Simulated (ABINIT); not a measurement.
The system is SnTe3.

```
Te Sn
1.0
     0.00000    3.86122    3.86122
     3.86122    0.00000    3.86122
     3.86122    3.86122    0.00000
Te Sn
3 1
Cartesian
  3.8612 3.8612 3.8612
  5.7918 5.7918 5.7918
  1.9306 1.9306 1.9306
  0.0000 0.0000 0.0000
```

The cell comes from a database or a generator and needn't be the stable form of this composition.

Base run:

- Program: ABINIT 10.8.3 (patched build)
- Functional: PBEsol
- Potentials or basis: PseudoDojo NC SR PBEsol v0.4.1 standard
- Cutoff: 1088 eV
- k mesh: 6 × 6 × 6
- Occupations: fermi-dirac, width 0.05 eV
- Spin: no spin polarisation

Its results: band gap on the k mesh none (metal or under the smearing width); pressure -2.7 GPa.

Task: The run is repeated on the same cell with these changes: functional from PBEsol to PBE; potentials or basis from PseudoDojo NC SR PBEsol v0.4.1 standard to JTH PAW PBE v2.0; cutoff from 1088 eV to 599 eV; valence electrons from 62 to 32. What comes out?

Result: Band gap on the k mesh none (metal or under the smearing width); pressure 0.2 GPa.

Not every run made on this cell is shown here.
